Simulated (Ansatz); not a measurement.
## ZrTi2 (distorted cell): a check of forces and pressure against finite differences, step by step

Computed with the Python package of Ansatz (0.2.0).

Run as a notebook:

In [1]:
```python
import ansatz as az
import numpy as np
```

In [2]:
```python
VECTORS = np.array([
    [4.70375, -0.0563, 0.01875],
    [-2.40063, 4.12574, -0.00567],
    [0.01192, 0.00272, 2.90379],
])
SITES = [
    ("Zr", (0.99018, 0.99095, 0.99821)),
    ("Ti", (0.66821, 0.33802, 0.50163)),
    ("Ti", (0.3365, 0.66701, 0.4956)),
]


def make_crystal(cell):
    crystal = az.Crystal(lattice=az.Lattice.of(cell))
    for symbol, position in SITES:
        crystal = crystal.atom(symbol, position)
    return crystal
```

In [3]:
```python
def solve(crystal):
    return (
        crystal.calculation()
        .occupations("Marzari-Vanderbilt", width=50 * az.meV)  # smearing steadies the SCF of a metal
        .functional("PBEsol")
        .basis(540, xc_grid=2)  # plane waves up to this kinetic energy
        .kpoints(5, 5, 7)  # sampling of the Brillouin zone
        .scf(tolerance=1e-09)
        .forces()  # minus the gradient of the free energy
        .stress()
        .run(threads=1)
    ).report
```

In [4]:
```python
centre = solve(make_crystal(VECTORS))
start = make_crystal(VECTORS)
# central difference: F = -(E(+h) - E(-h)) / 2h
print(f"force on atom 1 along y: analytic {centre['forces_ev_ang'][1][1]:.4f} eV/A")
for h in (0.005, 0.02):
    shift = np.eye(3)[1] * h @ np.linalg.inv(VECTORS)
    plus, minus = (solve(start.move(1, to=np.array(SITES[1][1]) + sign * shift))["lagrangian_ev"] for sign in (1, -1))
    print(f"  step {h} A: numerical {-(plus - minus) / (2 * h):.4f} eV/A")
# P = -dF/dV; the difference feels the change of the plane-wave count with the cell
volume = abs(np.linalg.det(VECTORS))
larger, smaller = (solve(make_crystal(VECTORS * (1 + sign * 0.005) ** (1 / 3)))["lagrangian_ev"] for sign in (1, -1))
numerical = -(larger - smaller) / (0.01 * volume) * 160.21766
print(f"pressure: analytic {np.trace(centre['stress_gpa']) / 3:.3f}, numerical {numerical:.3f} GPa")
```
```text
DeckWarning: output.stress: scf.convergence.dr2_threshold = 1e-9 eV is looser than the 3e-10 eV advised for a printed stress (1e-10 eV for each atom of the cell: 3). What an SCF threshold leaves in a [...]
force on atom 1 along y: analytic -0.0823 eV/A
  step 0.005 A: numerical -0.0824 eV/A
  step 0.02 A: numerical -0.0845 eV/A
pressure: analytic -0.149, numerical -0.147 GPa
```

These settings explore the input space; cutoff and mesh may be short of convergence. Spin is left out of this run. The mesh is modest for a metal, so energies can be off by several to tens of meV an atom and pressures by half a GPa or more; differences at equal mesh fare better. Pressure is positive in compression. The cell is a database structure, distorted on purpose. Warnings are shown shortened and without file and line. The central difference errs as the square of the step, so the shorter step is the fairer test; what remains comes from the finite grid and the SCF threshold. Wall time of the script: 75 s on 1 thread of Intel(R) Xeon(R) Platinum 8488C (Sapphire Rapids), on a shared host, peak memory 0.52 GiB.
